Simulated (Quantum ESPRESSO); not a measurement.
# TiSn (Fm-3m) in Quantum ESPRESSO: notebook, part 2 of 4

Quantum ESPRESSO 7.5. Earlier steps stand in the parts before.

### Step 3. Phonons, LDA

pw.in

```
&CONTROL
  calculation = 'scf'
  prefix = 'pwscf'
  outdir = './tmp'
  pseudo_dir = './pseudo'
  tprnfor = .true.
  tstress = .true.
  disk_io = 'low'
/
&SYSTEM
  ibrav = 0
  A = 3.96057579
  nat = 2
  ntyp = 2
  ecutwfc = 84
  nbnd = 20
  occupations = 'smearing'
  smearing = 'mv'
  degauss = 0.01469973
/
&ELECTRONS
  conv_thr = 4d-10
  electron_maxstep = 120
  mixing_beta = 0.5
/
ATOMIC_SPECIES
Ti    47.8670 Ti.upf
Sn   118.7100 Sn.upf
CELL_PARAMETERS alat
   0.0000000000    0.7071067816    0.7071067816
   0.7071067816    0.0000000000    0.7071067816
   0.7071067816    0.7071067816    0.0000000000
ATOMIC_POSITIONS alat
Ti     0.0000000000    0.0000000000    0.0000000000
Sn     0.7071067816    0.7071067816    0.7071067816
K_POINTS automatic
8 8 8 0 0 0
```

relax.in

```
&CONTROL
  calculation = 'vc-relax'
  prefix = 'pwscf'
  outdir = './tmp'
  pseudo_dir = './pseudo'
  tprnfor = .true.
  tstress = .true.
  disk_io = 'low'
  nstep = 40
  forc_conv_thr = 0.0001
  etot_conv_thr = 1d-06
/
&SYSTEM
  ibrav = 0
  A = 3.96057579
  nat = 2
  ntyp = 2
  ecutwfc = 84
  nbnd = 20
  occupations = 'smearing'
  smearing = 'mv'
  degauss = 0.01469973
/
&ELECTRONS
  conv_thr = 4d-10
  electron_maxstep = 120
  mixing_beta = 0.5
/
&IONS
  ion_dynamics = 'bfgs'
/
&CELL
  cell_dynamics = 'bfgs'
  press = 0
  press_conv_thr = 0.2
/
ATOMIC_SPECIES
Ti    47.8670 Ti.upf
Sn   118.7100 Sn.upf
CELL_PARAMETERS alat
   0.0000000000    0.7071067816    0.7071067816
   0.7071067816    0.0000000000    0.7071067816
   0.7071067816    0.7071067816    0.0000000000
ATOMIC_POSITIONS alat
Ti     0.0000000000    0.0000000000    0.0000000000
Sn     0.7071067816    0.7071067816    0.7071067816
K_POINTS automatic
8 8 8 0 0 0
```

scf2.in

```
&CONTROL
  calculation = 'scf'
  prefix = 'pwscf'
  outdir = './tmp'
  pseudo_dir = './pseudo'
  tprnfor = .true.
  tstress = .true.
  disk_io = 'low'
/
&SYSTEM
  ibrav = 0
  A = 3.86270041
  nat = 2
  ntyp = 2
  ecutwfc = 84
  nbnd = 20
  occupations = 'smearing'
  smearing = 'mv'
  degauss = 0.01469973
/
&ELECTRONS
  conv_thr = 1d-13
  electron_maxstep = 120
  mixing_beta = 0.5
  startingpot = 'file'
  startingwfc = 'file'
/
ATOMIC_SPECIES
Ti    47.8670 Ti.upf
Sn   118.7100 Sn.upf
CELL_PARAMETERS alat
   0.0000000000    0.7071067815    0.7071067815
   0.7071067815    0.0000000000    0.7071067815
   0.7071067815    0.7071067815    0.0000000000
ATOMIC_POSITIONS alat
Ti     0.0000000000    0.0000000000    0.0000000000
Sn     0.7071067815    0.7071067815    0.7071067815
K_POINTS automatic
8 8 8 0 0 0
```

ph.in

```
phonons of TiSn
&INPUTPH
  prefix = 'pwscf'
  outdir = './tmp'
  tr2_ph = 1d-18
  fildyn = 'dyn'
  niter_ph = 90
  alpha_mix(1) = 0.4
/
0.5303300859 0.5303300859 0.0000000000
```

Potentials or basis: PseudoDojo 0.4.1 SR LDA standard.

Launch:

```
> OMP_NUM_THREADS=1 mpirun -n 4 pw.x -nk 4 -in pw.in > pw.out
> OMP_NUM_THREADS=1 mpirun -n 4 pw.x -nk 4 -in relax.in > relax.out
> OMP_NUM_THREADS=1 mpirun -n 4 pw.x -nk 4 -in scf2.in > scf2.out
> OMP_NUM_THREADS=1 mpirun -n 4 ph.x -nk 4 -in ph.in > ph.out
```

pw.out:

```text
This program is part of the open-source Quantum ESPRESSO suite
     for quantum simulation of materials; please cite
[... 6 lines left out ...]
     using ibrav=0 with symmetry is DISCOURAGED, use correct ibrav instead

     K-points division:     npool     =       4
     Subspace diagonalization in iterative solution of the eigenvalue problem:
     a serial algorithm will be used

     G-vector sticks info
     --------------------
     sticks:   dense  smooth     PW     G-vecs:    dense   smooth      PW
     Sum        1285    1285    379                30827    30827    4909

     Using Slab Decomposition

     bravais-lattice index     =            0
     lattice parameter (alat)  =       7.4844  a.u.
     unit-cell volume          =     296.4535 (a.u.)^3
     number of atoms/cell      =            2
     number of atomic types    =            2
     number of electrons       =        26.00
     number of Kohn-Sham states=           20
     kinetic-energy cutoff     =      84.0000  Ry
     charge density cutoff     =     336.0000  Ry
     scf convergence threshold =      4.0E-10
     mixing beta               =       0.5000
     number of iterations used =            8  plain     mixing
     Exchange-correlation= SLA  PW   NOGX NOGC
                           (   1   4   0   0   0   0   0)

     celldm(1)=   7.484404  celldm(2)=   0.000000  celldm(3)=   0.000000
     celldm(4)=   0.000000  celldm(5)=   0.000000  celldm(6)=   0.000000

     crystal axes: (cart. coord. in units of alat)
               a(1) = (   0.000000   0.707107   0.707107 )
               a(2) = (   0.707107   0.000000   0.707107 )
               a(3) = (   0.707107   0.707107   0.000000 )

     reciprocal axes: (cart. coord. in units 2 pi/alat)
               b(1) = ( -0.707107  0.707107  0.707107 )
               b(2) = (  0.707107 -0.707107  0.707107 )
               b(3) = (  0.707107  0.707107 -0.707107 )

     PseudoPot. # 1 for Ti read from file:
     Ti.upf
     Pseudo is Norm-conserving + core correction, Zval = 12.0
     Generated using ONCVPSP code by D. R. Hamann
     Using radial grid of 1568 points,  6 beta functions with:
                l(1) =   0
                l(2) =   0
                l(3) =   1
                l(4) =   1
                l(5) =   2
                l(6) =   2

     PseudoPot. # 2 for Sn read from file:
     Sn.upf
     Pseudo is Norm-conserving + core correction, Zval = 14.0
     Generated using ONCVPSP code by D. R. Hamann
     Using radial grid of 1608 points,  6 beta functions with:
                l(1) =   0
                l(2) =   0
                l(3) =   1
                l(4) =   1
                l(5) =   2
                l(6) =   2

     atomic species   valence    mass     pseudopotential
     Ti               12.00    47.86700     Ti( 1.00)
     Sn               14.00   118.71000     Sn( 1.00)

     48 Sym. Ops., with inversion, found

   Cartesian axes

     site n.     atom                  positions (alat units)
         1        Ti     tau(   1) = (   0.0000000   0.0000000   0.0000000  )
         2        Sn     tau(   2) = (   0.7071068   0.7071068   0.7071068  )

     number of k points=    29  Marzari-Vanderbilt smearing, width (Ry)=  0.0147
                       cart. coord. in units 2pi/alat
        k(    1) = (   0.0000000   0.0000000   0.0000000), wk =   0.0039062
        k(    2) = (   0.0883883   0.0883883  -0.0883883), wk =   0.0312500
        k(    3) = (   0.1767767   0.1767767  -0.1767767), wk =   0.0312500
        k(    4) = (   0.2651650   0.2651650  -0.2651650), wk =   0.0312500
        k(    5) = (  -0.3535534  -0.3535534   0.3535534), wk =   0.0156250
        k(    6) = (   0.1767767   0.0000000   0.0000000), wk =   0.0234375
[... 21 lines left out ...]
        k(   28) = (  -0.7071068   0.1767767   0.0000000), wk =   0.0468750
        k(   29) = (  -0.7071068   0.3535534   0.0000000), wk =   0.0234375

     Dense  grid:    30827 G-vectors     FFT dimensions: (  45,  45,  45)

     Initial potential from superposition of free atoms

     starting charge      25.9974, renormalised to      26.0000
     Starting wfcs are   19 randomized atomic wfcs +    1 random wfcs

     Self-consistent Calculation

     iteration #  1     ecut=    84.00 Ry     beta= 0.50
     Davidson diagonalization with overlap
     ethr =  1.00E-02,  avg # of iterations =  3.5

     Threshold (ethr) on eigenvalues was too large:
     Diagonalizing with lowered threshold

     Davidson diagonalization with overlap
     ethr =  1.24E-04,  avg # of iterations =  2.8

     total energy              =    -275.85560905 Ry
     estimated scf accuracy    <       0.03397431 Ry

     iteration #  2     ecut=    84.00 Ry     beta= 0.50
     Davidson diagonalization with overlap
     ethr =  1.31E-04,  avg # of iterations =  2.0
[... 43 lines left out ...]
     total energy              =    -275.86504370 Ry
     estimated scf accuracy    <          1.2E-09 Ry

     iteration #  9     ecut=    84.00 Ry     beta= 0.50
     Davidson diagonalization with overlap
     ethr =  4.71E-12,  avg # of iterations =  2.3

     End of self-consistent calculation

          k = 0.0000 0.0000 0.0000 (  3839 PWs)   bands (ev):

   -45.0272 -21.5925 -21.5925 -21.5925  -9.1005  -9.1005  -9.0315  -9.0315
    -9.0315   2.0254  11.7858  11.7858  11.7858  12.2015  12.2015  15.0117
    15.0117  15.0117  19.8066  20.0756

          k = 0.0884 0.0884-0.0884 (  3825 PWs)   bands (ev):

   -45.0269 -21.5975 -21.5938 -21.5938  -9.0959  -9.0959  -9.0299  -9.0275
    -9.0275   2.2537  11.3630  11.6403  11.6403  12.0219  12.0219  14.1877
    15.5419  15.5419  19.5079  20.8472
[... 157 lines left out ...]
          k =-0.7071 0.3536 0.0000 (  3852 PWs)   bands (ev):

   -45.0244 -21.6128 -21.6128 -21.6082  -9.1000  -9.0688  -9.0162  -9.0162
    -8.9833   5.0041   9.1605   9.1605   9.8149  12.9388  12.9388  12.9530
    13.2545  13.9441  20.7501  20.8202

     the Fermi energy is    11.7056 ev

!    total energy              =    -275.86504370 Ry
     estimated scf accuracy    <          3.8E-10 Ry
     smearing contrib. (-TS)   =      -0.00005148 Ry
     internal energy E=F+TS    =    -275.86499222 Ry

     The total energy is F=E-TS. E is the sum of the following terms:
     one-electron contribution =     -93.30655394 Ry
     hartree contribution      =      60.01231698 Ry
     xc contribution           =     -60.70149636 Ry
     ewald contribution        =    -181.86925891 Ry

     convergence has been achieved in   9 iterations

     Forces acting on atoms (cartesian axes, Ry/au):

     atom    1 type  1   force =     0.00000000    0.00000000    0.00000000
     atom    2 type  2   force =    -0.00000000    0.00000000   -0.00000000

     Total force =     0.000000     Total SCF correction =     0.000000

     Computing stress (Cartesian axis) and pressure

          total   stress  (Ry/bohr**3)                   (kbar)     P=      -63.76
  -0.00043346  -0.00000000  -0.00000000          -63.76       -0.00       -0.00
  -0.00000000  -0.00043346  -0.00000000           -0.00      -63.76       -0.00
  -0.00000000  -0.00000000  -0.00043346           -0.00       -0.00      -63.76

=------------------------------------------------------------------------------=
   JOB DONE.
=------------------------------------------------------------------------------=
```

scf2.out:

```text
This program is part of the open-source Quantum ESPRESSO suite
     for quantum simulation of materials; please cite
[... 6 lines left out ...]
     using ibrav=0 with symmetry is DISCOURAGED, use correct ibrav instead

     K-points division:     npool     =       4
[... 339 lines left out ...]
  -0.00000021   0.00000000   0.00000000           -0.03        0.00        0.00
   0.00000000  -0.00000021   0.00000000            0.00       -0.03        0.00
   0.00000000   0.00000000  -0.00000021            0.00        0.00       -0.03

=------------------------------------------------------------------------------=
   JOB DONE.
=------------------------------------------------------------------------------=
```

Wall time 20 min (4 MPI ranks of Intel Xeon Platinum 8488C (Sapphire Rapids), shared host); peak memory 0.36 GiB.

Results:

```
Free energy                                 : -3753.4026 eV
Relaxed volume                              : 20.38 Å³/atom
Relaxed cell                                : a = 3.863 Å, b = 3.863 Å, c = 3.863 Å, α = 60.00°, β = 60.00°, γ = 60.00°
Space group after relaxing (to 0.05 Å)      : Fm-3m (No. 225)
Pressure after relaxing                     : 0.0 GPa
Band gap on the k mesh                      : none (metal or under the smearing width)
Highest phonon frequency at the q point run : 252 cm⁻¹
```

Step by step:
```csv
step,energy change (eV),largest force (eV/Å),pressure (GPa),volume (Å³)
1,0.0000,0.0000,-6.38,43.93
2,-0.0455,0.0000,-3.86,42.52
3,-0.0671,0.0000,0.59,40.51
4,-0.0676,0.0000,-0.04,40.77
5,-0.0676,0.0000,0.00,40.75
```

Final structure:
```xyz
2
Lattice="0.0000 2.7313 2.7313 2.7313 0.0000 2.7313 2.7313 2.7313 0.0000" Properties=species:S:1:pos:R:3 pbc="T T T"
Ti    0.0000    0.0000    0.0000
Sn    2.7313    2.7313    2.7313
```

Phonon frequencies in cm⁻¹ (negative: imaginary):
| q point | frequencies |
| --- | --- |
| (0.375, 0.375, 0.750) | 47 108 110 227 244 252 |

Phonon modes at q = (0.375, 0.375, 0.750) in reciprocal lattice units:
| mode | symmetry | cm⁻¹ |
| --- | --- | --- |
| 1 | B_2 | 47 |
| 2 | A_1 | 108 |
| 3 | B_1 | 110 |
| 4 | B_1 | 227 |
| 5 | A_1 | 244 |
| 6 | B_2 | 252 |

(Part 2 of 4 ends here.)
